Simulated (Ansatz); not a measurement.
# C2H6GeOS: one species, many methods

Aim: compute C2H6GeOS with functionals from several rungs and with coupled cluster, and see how far each lands from CCSD(T) at the basis-set limit for the atomisation energy.

Program: Ansatz 0.2.0, Gaussian basis. Level of theory: functionals in def2-TZVPP, the program's frozen cores in correlated methods. These are calculated values, not measurements.

Plan: PBE-D4, r2SCAN-D4, PBE0-D4, B3LYP-D4, ωB97X-V, ωB97M-V, B2PLYP; CCSD(T)/def2-TZVPP; MP2/def2-QZVPP; extrapolation to the limit.

### Step 1. The geometry

An earlier PBE0-D4 in a triple-zeta def2 set relaxation fixed the geometry.

11 atoms, charge 0, spin multiplicity 1.

Atoms are counted from 1 here; the program's logs count them from 0.

Bond lengths: O1–C2 1.347 Å, O1–H6 0.968 Å, C2–S3 1.757 Å, C2–C4 1.338 Å, S3–H7 1.342 Å, C4–Ge5 1.922 Å, C4–H8 1.084 Å, Ge5–H9 1.538 Å, Ge5–H10 1.550 Å, Ge5–H11 1.537 Å. Angles: C2–O1–H6 108.6°, O1–C2–S3 111.9°, O1–C2–C4 126.5°, S3–C2–C4 121.5°, C2–S3–H7 95.3°, C2–C4–Ge5 124.6°, C2–C4–H8 117.1°, Ge5–C4–H8 118.4°, C4–Ge5–H9 112.0°, C4–Ge5–H10 108.7°, C4–Ge5–H11 111.5°, H9–Ge5–H10 107.8°, H9–Ge5–H11 108.9°, H10–Ge5–H11 107.8°.

Coordinates:

```xyz
11
charge 0, multiplicity 1
O     0.1670    1.7079   -0.2100
C     0.2054    0.5635   -0.9202
S     0.4719    0.8613   -2.6313
C     0.0315   -0.6751   -0.4438
Ge   -0.3875   -1.0906    1.3850
H     0.0390    1.4881    0.7236
H     0.9135    2.1186   -2.4705
H     0.1300   -1.4926   -1.1481
H    -1.7732   -1.7423    1.5256
H    -0.3980    0.2255    2.2029
H     0.6657   -2.0214    2.0073
```

### Step 2. PBE-D4 (GGA)

File in.yaml:

```yaml
crystal:
  periodic: [false, false, false]
  atoms:
    - {symbol: O, position_ang: [0.166998, 1.707947, -0.209973]}
    - {symbol: C, position_ang: [0.205361, 0.563518, -0.920168]}
    - {symbol: S, position_ang: [0.471887, 0.861314, -2.631268]}
    - {symbol: C, position_ang: [0.031503, -0.675078, -0.443827]}
    - {symbol: Ge, position_ang: [-0.387490, -1.090646, 1.384980]}
    - {symbol: H, position_ang: [0.038962, 1.488105, 0.723622]}
    - {symbol: H, position_ang: [0.913505, 2.118564, -2.470529]}
    - {symbol: H, position_ang: [0.130016, -1.492624, -1.148096]}
    - {symbol: H, position_ang: [-1.773156, -1.742260, 1.525630]}
    - {symbol: H, position_ang: [-0.397966, 0.225547, 2.202950]}
    - {symbol: H, position_ang: [0.665683, -2.021386, 2.007279]}
basis:
  gaussian: {orbitals: def2-TZVPP}
hamiltonian: {xc: pbe, dispersion: d4}
output: {forces: true, orbitals: {seedname: orbitals}}
```

The run is started by

```sh
$ ansatz run in.yaml --threads 4 --pin off --events-out ev --progress --plain --max-ram 10444MiB
```

After this run come: r2SCAN-D4 (meta-GGA); PBE0-D4 (hybrid); B3LYP-D4 (hybrid); ωB97X-V (range-separated); ωB97M-V (range-separated); B2PLYP (double hybrid); CCSD(T) in def2-TZVPP; MP2 in def2-QZVPP.

Before running them: what should the planned runs give, taken together? Wanted: atomisation energy, CCSD(T)/CBS; farthest; mean size of error, hybrid; mean size of error, range-separated; gap, smallest and largest; T1 diagnostic; triples share of the correlation energy.

The runs gave:

```
                               quantity                                           value
        atomisation energy, CCSD(T)/CBS                                  910.6 kcal/mol
functionals within 9.1 kcal/mol (1.0 %)  r2SCAN-D4, PBE0-D4, B3LYP-D4, ωB97X-V, ωB97M-V
                               farthest                         PBE-D4 (+20.5 kcal/mol)
             mean size of error, hybrid                                    2.8 kcal/mol
    mean size of error, range-separated                                    1.3 kcal/mol
              gap, smallest and largest            4.42 eV (PBE-D4), 10.86 eV (ωB97X-V)
                          T1 diagnostic                                          0.0127
triples share of the correlation energy                                           4.2 %
```

**Reading.** PBE-D4 is off by +20.5 kcal/mol. Double hybrids carry the basis error of their MP2 part in triple zeta, and no dispersion term here, so their miss is partly the set-up's. Misses under about 9.1 kcal/mol are within the doubt on the reference itself, which lacks core-valence correlation, relativity and higher excitations, and its outer-core shells are covered unevenly. Hartree-Fock recovers 69 % of the binding; the rest is correlation. Orbital gaps span 4.4 to 10.9 eV; exact exchange widens them. Correlated methods include outer-core shells of Ge, which these sets cover unevenly.
